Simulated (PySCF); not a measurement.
**MoFOH: relaxation and vibrations of the singlet**

Aim: relax MoFOH as a singlet from a linear start, check by its vibrations whether the end is a minimum, and collect its spectrum and constants.

Computed with PySCF 2.14.0. Level: PBE0, basis Mo def2-TZVP with ECP28, F def2-TZVP, O def2-TZVP, H def2-TZVP, scalar-relativistic core potentials, no spin–orbit coupling, density fitting.

**1. Where the work starts**

4 atoms, charge 0, spin multiplicity 1.

Bond lengths: Mo1–F2 2.020 Å, Mo1–O3 2.010 Å, O3–H4 0.960 Å. Angles: F2–Mo1–O3 180.0°, Mo1–O3–H4 130.0°.

```xyz
4
charge 0 multiplicity 1
Mo    0.0000    0.0000    0.0000
F     0.0000    0.0000    2.0200
O     0.0000    0.0000   -2.0100
H     0.7354    0.0000   -2.6271
```

**2. The SCF at the typed geometry**

One driver script runs all steps and calls PySCF; scf.py shows how it sets up the SCF of each step. The optimiser is the driver's own. After this first run the driver tries any further starts and a stability analysis.

File scf.py:

```python
from pyscf import gto, scf, dft
mol = gto.M(atom='''
Mo     0.000000     0.000000     0.000000
F      0.000000     0.000000     2.020000
O      0.000000     0.000000    -2.010000
H      0.735400     0.000000    -2.627100''',
    basis={'Mo': 'def2-TZVP', 'F': 'def2-TZVP', 'O': 'def2-TZVP', 'H': 'def2-TZVP'},
    ecp={'Mo': 'def2-TZVP'},
    charge=0, spin=0)
mf = dft.RKS(mol, xc='PBE0')
mf.grids.atom_grid = (50, 194)
aux = {'Mo': 'def2-universal-JKFIT', 'F': 'def2-universal-JKFIT', 'O': 'def2-universal-JKFIT', 'H': 'def2-universal-JKFIT'}
mf = mf.density_fit(auxbasis=aux)
mf.conv_tol = 1e-08
mf.diis_space = 10
mf.max_cycle = 60
mf.init_guess = 'minao'
mf.verbose = 4
mf.kernel()
```

Launch:

```
$ OMP_NUM_THREADS=4 python axn.py task.json out
```

Standard output, cut to the lines that bear on the results:

```text
[... the frontier levels of the middle cycles are left out ...]
init E= -237.10571814382
  HOMO = -0.42437218838056  LUMO = -0.410079184849552  gap/eV = 0.38893
cycle= 1 E= -243.484527780427  delta_E= -6.38  |g|= 1.02  |ddm|= 3.72
  HOMO = -0.118427017909809  LUMO = -0.0844477529485559  gap/eV = 0.92462
cycle= 2 E= -243.108619241419  delta_E= 0.376  |g|= 1.79  |ddm|= 1.32
  HOMO = -0.12015572679352  LUMO = -0.0861456724784055  gap/eV = 0.92546
cycle= 3 E= -243.638293931261  delta_E= -0.53  |g|= 0.391  |ddm|= 0.857
cycle= 4 E= -243.673580465318  delta_E= -0.0353  |g|= 0.0513  |ddm|=  0.3
cycle= 5 E= -243.674183465414  delta_E= -0.000603  |g|= 0.0058  |ddm|= 0.0388
cycle= 6 E= -243.674192690802  delta_E= -9.23e-06  |g|= 0.00286  |ddm|= 0.00718
cycle= 7 E= -243.674197469694  delta_E= -4.78e-06  |g|= 0.00209  |ddm|= 0.00514
cycle= 8 E= -243.674201485023  delta_E= -4.02e-06  |g|= 0.00101  |ddm|= 0.00385
cycle= 9 E= -243.674207939738  delta_E= -6.45e-06  |g|= 0.000943  |ddm|= 0.00652
cycle= 10 E= -243.674211447803  delta_E= -3.51e-06  |g|= 0.000972  |ddm|= 0.00326
cycle= 11 E= -243.674194757696  delta_E= 1.67e-05  |g|= 0.000719  |ddm|= 0.018
cycle= 12 E= -243.674180808597  delta_E= 1.39e-05  |g|= 0.000304  |ddm|= 0.031
cycle= 13 E= -243.674180130588  delta_E= 6.78e-07  |g|= 9.72e-05  |ddm|= 0.00724
cycle= 14 E= -243.674180097046  delta_E= 3.35e-08  |g|= 4.48e-05  |ddm|= 0.00228
cycle= 15 E= -243.674180097491  delta_E= -4.45e-10  |g|= 2e-05  |ddm|= 5.11e-05
  HOMO = -0.182284518353382  LUMO = -0.120002318536706  gap/eV = 1.69478
Extra cycle  E= -243.674180097687  delta_E= -1.97e-10  |g|= 1.83e-05  |ddm|= 4.13e-05
converged SCF energy = -243.674180097687
```

This step, with its further starts and checks, ran for 30 s (4 threads of Arm Neoverse N1, shared host).

Energies from each starting density:

| start | energy (Eh) |
| --- | --- |
| the minimal-basis guess | -243.674180 |
| a thermally smeared density | -243.674180 |
| a smeared PBE density | -243.674180 |

Where DIIS stalls, the driver goes on with a level shift of 0.3 Eh and then with a second-order solver.

The first run landed in a state that is too high. Following the other starts and the instabilities gains 8.2 kJ/mol (-243.67729 Eh), and the work goes on from there.

**3. Relaxation: linear start, singlet**

The program finds Cs symmetry in the start, which this walk keeps.

scf.py: that of step 2 with these lines changed.

```diff
@@ -3,4 +3,4 @@
-Mo     0.000000     0.000000     0.000000
-F      0.000000     0.000000     2.020000
-O      0.000000     0.000000    -2.010000
-H      0.735400     0.000000    -2.627100''',
+Mo    -0.005535     0.000000    -0.026730
+F     -0.005535     0.000000     1.993270
+O     -0.005535     0.000000    -2.036730
+H      0.729865     0.000000    -2.653830''',
@@ -17 +16,0 @@
-mf.init_guess = 'minao'
```

Steps of the walk:

| step | energy (Eh) | change (kJ/mol) | largest symmetric gradient (Eh/bohr) |
| --- | --- | --- | --- |
| 0 | -243.677288 | 0.00 | 0.05752 |
| 1 | -243.696712 | -51.00 | 0.02636 |
| 2 | -243.697402 | -52.81 | 0.04323 |
| 3 | -243.701072 | -62.44 | 0.00669 |
| 4 | -243.701694 | -64.08 | 0.00694 |
| 5 | -243.702468 | -66.11 | 0.00738 |
| 6 | -243.702717 | -66.76 | 0.00299 |
| 7 | -243.702879 | -67.19 | 0.00371 |
| 8 | -243.703260 | -68.19 | 0.02200 |
| 9 | -243.703562 | -68.98 | 0.00233 |
| 10 | -243.703752 | -69.48 | 0.00239 |
| 11 | -243.703840 | -69.71 | 0.00512 |
| 12 | -243.703917 | -69.92 | 0.00647 |
| 13 | -243.704000 | -70.13 | 0.00337 |
| 14 | -243.704042 | -70.24 | 0.00165 |
| 15 | -243.704056 | -70.28 | 0.00061 |
| 16 | -243.704054 | -70.28 | 0.00222 |
| 17 | -243.704060 | -70.29 | 0.00054 |
| 18 | -243.704061 | -70.29 | 0.00005 |

The walk took 38 s.

It settles in C∞v symmetry, 70.3 kJ/mol below the start, after 18 steps: Mo–F 1.833 Å, Mo–O 1.833 Å, O–H 0.953 Å; F–Mo–O 179.9°, H–O–Mo 179.9°.

**4. Hessian and properties**

The point is checked on the finer grid, and tightened if its gradient asks for it. The Hessian and the dipole derivatives come from central differences of analytic gradients, with steps of 0.02 bohr.

scf.py: that of step 3 with these lines changed.

```diff
@@ -3,4 +3,4 @@
-Mo    -0.005535     0.000000    -0.026730
-F     -0.005535     0.000000     1.993270
-O     -0.005535     0.000000    -2.036730
-H      0.729865     0.000000    -2.653830''',
+Mo     0.002511     0.000000    -0.020098
+F     -0.224797    -0.000000     1.799114
+O      0.229741     0.000000    -1.838687
+H      0.347921    -0.000000    -2.784516''',
@@ -11 +11 @@
-mf.grids.atom_grid = (50, 194)
+mf.grids.atom_grid = (75, 302)
@@ -14 +14 @@
-mf.conv_tol = 1e-08
+mf.conv_tol = 1e-10
```

The driver hands on the density of the step before, so the log starts near convergence.

Log of the central SCF (cycles and frontier levels):

```text
init E= -243.704054678006
  HOMO = -0.150319998720821  LUMO = -0.0966219895080265  gap/eV = 1.46120
cycle= 1 E= -243.704054678002  delta_E= 3.75e-12  |g|= 5.37e-06  |ddm|= 6.06e-06
  HOMO = -0.15032207758543  LUMO = -0.0966231296584787  gap/eV = 1.46122
Extra cycle  E= -243.704054677987  delta_E= 1.53e-11  |g|= 1.02e-05  |ddm|= 9.2e-06
converged SCF energy = -243.704054677987
```

The whole step took 35 s.

Geometry: C∞v; Mo–F 1.833 Å, Mo–O 1.833 Å, O–H 0.953 Å; F–Mo–O 180.0°, H–O–Mo 180.0°.

Modes, for the most abundant isotopes:

| symmetry | ω (cm⁻¹) | IR (km/mol) |
| --- | --- | --- |
| π | 99 | 8.1 |
| π | 396 | 303 |
| σ+ | 685 | 197 |
| σ+ | 763 | 179 |
| σ+ | 3996 | 279 |

No imaginary mode, so this is a minimum.

Properties at this point:

| Item | Value |
| --- | --- |
| Dipole moment | 2.77 D |
| Highest occupied level | -4.09 eV |
| Lowest empty level | -2.63 eV |
| Rotational constants | 0.1345 cm⁻¹ |
| Zero-point energy | 38.5 kJ/mol |
| Principal polarisabilities | 33.7, 33.7, 40.6 bohr³ |
| Atomisation energy without zero-point energy | 1060 kJ/mol |
| Principal traceless quadrupole moments about the centre of mass | -0.81, -0.81, 1.61 D Å |
| Entropy at 298.15 K and 1 bar | 278.9 J/(mol K) |
| Heat capacity Cp at 298.15 K | 64.4 J/(mol K) |
| Enthalpy at 298.15 K above 0 K | 14.74 kJ/mol |
| Rotational symmetry number | 1 |

Charges (e) and bond orders:

| atom | Mulliken | Löwdin | polar tensor | Mayer order to Mo1 |
| --- | --- | --- | --- | --- |
| Mo1 | 0.92 | 0.40 | 1.30 | – |
| F2 | -0.50 | -0.27 | -0.71 | 0.84 |
| O3 | -0.75 | -0.30 | -0.99 | 0.97 |
| H4 | 0.33 | 0.17 | 0.40 | 0.03 |

Outer orbital energies (eV). occupied: -15.31, -11.97, -11.83, -11.83, -10.14, -10.14, -4.09, -4.09; empty: -2.63, -0.83, -0.83, 0.55.

Mulliken populations on Mo1 (outside its core potential): s 2.05, p 6.12, d 4.88, f 0.04.

**5. A spin-polarised start**

A stability analysis found the closed shell of the lowest minimum unstable towards spin polarisation, so the unrestricted solution is followed.

The program finds C∞v symmetry in the start, which may break. The walk stops when the largest gradient is under 0.0003 Eh/bohr and the energy has settled too.

scf.py: that of step 4 with these lines changed.

```diff
@@ -3,4 +3,4 @@
-Mo     0.002511     0.000000    -0.020098
-F     -0.224797    -0.000000     1.799114
-O      0.229741     0.000000    -1.838687
-H      0.347921    -0.000000    -2.784516''',
+Mo     0.002508     0.000000    -0.020073
+F     -0.224800     0.000000     1.799139
+O      0.229738     0.000000    -1.838662
+H      0.347918    -0.000000    -2.784492''',
@@ -10,2 +10,2 @@
-mf = dft.RKS(mol, xc='PBE0')
-mf.grids.atom_grid = (75, 302)
+mf = dft.UKS(mol, xc='PBE0')
+mf.grids.atom_grid = (50, 194)
@@ -14 +14 @@
-mf.conv_tol = 1e-10
+mf.conv_tol = 1e-08
```

Steps of the walk:

| step | energy (Eh) | change (kJ/mol) | largest gradient (Eh/bohr) |
| --- | --- | --- | --- |
| 0 | -243.749705 | 0.00 | 0.01336 |
| 1 | -243.749904 | -0.52 | 0.00179 |
| 2 | -243.749908 | -0.53 | 0.00013 |
| 3 | -243.749908 | -0.53 | 0.00002 |

The walk took 9.7 s.

Geometry (Å) and forces (eV/Å) at some steps:

```
step 0
Mo   0.003   0.000  -0.020   0.084   0.000  -0.687
F   -0.225   0.000   1.799  -0.019   0.000   0.156
O    0.230   0.000  -1.839  -0.079   0.000   0.635
H    0.348   0.000  -2.784   0.013   0.000  -0.104
step 1
Mo   0.003   0.000  -0.029   0.010   0.000  -0.092
F   -0.224   0.000   1.796  -0.005   0.000   0.048
O    0.229   0.000  -1.831   0.002   0.000  -0.011
H    0.347   0.000  -2.780  -0.007   0.000   0.055
step 2
Mo   0.004   0.000  -0.030  -0.002   0.000   0.005
F   -0.224   0.000   1.797   0.001   0.000  -0.003
O    0.229   0.000  -1.831   0.000   0.000   0.004
H    0.347   0.000  -2.779   0.001   0.000  -0.007
step 3
Mo   0.003   0.000  -0.030  -0.001   0.000   0.000
F   -0.224   0.000   1.797   0.001   0.000   0.000
O    0.229   0.000  -1.831   0.000   0.000   0.000
H    0.347   0.000  -2.779   0.000   0.000   0.000
```

It settles in C∞v symmetry, 0.5 kJ/mol below the start, after 3 steps: Mo–F 1.841 Å, Mo–O 1.815 Å, O–H 0.956 Å; F–Mo–O 180.0°, H–O–Mo 180.0°.

**6. Hessian and properties**

The point was taken to the finer grid, but the Hessian ran out of time, so its nature is unknown.

**7. Results**

| quantity | value |
| --- | --- |
| minimum | singlet, C∞v (closed shell, unstable towards spin polarisation) |
| geometry | Mo–F 1.833 Å, Mo–O 1.833 Å, O–H 0.953 Å; F–Mo–O 180.0°, H–O–Mo 180.0° |
| wavenumbers (cm⁻¹) | 99 (π), 396 (π), 685 (σ+), 763 (σ+), 3996 (σ+) |
| dipole moment | 2.77 D |
| highest occupied, lowest empty level | -4.09, -2.63 eV |
| polar-tensor charge of Mo1 | +1.30 e |
| zero-point energy | 38.5 kJ/mol |

The linear start (Cs) ends in a minimum of C∞v symmetry. The strongest infrared band lies at 396 cm⁻¹ (π). The first SCF alone would have been 8 kJ/mol too high. Only this shape and spin were tried, so other structures or states may lie lower. The small gap makes a closed-shell description doubtful. Spin polarisation would lower this closed shell, so its numbers describe a constrained state.

The search up to here ran for 6.3 min (4 threads of Arm Neoverse N1, shared host).
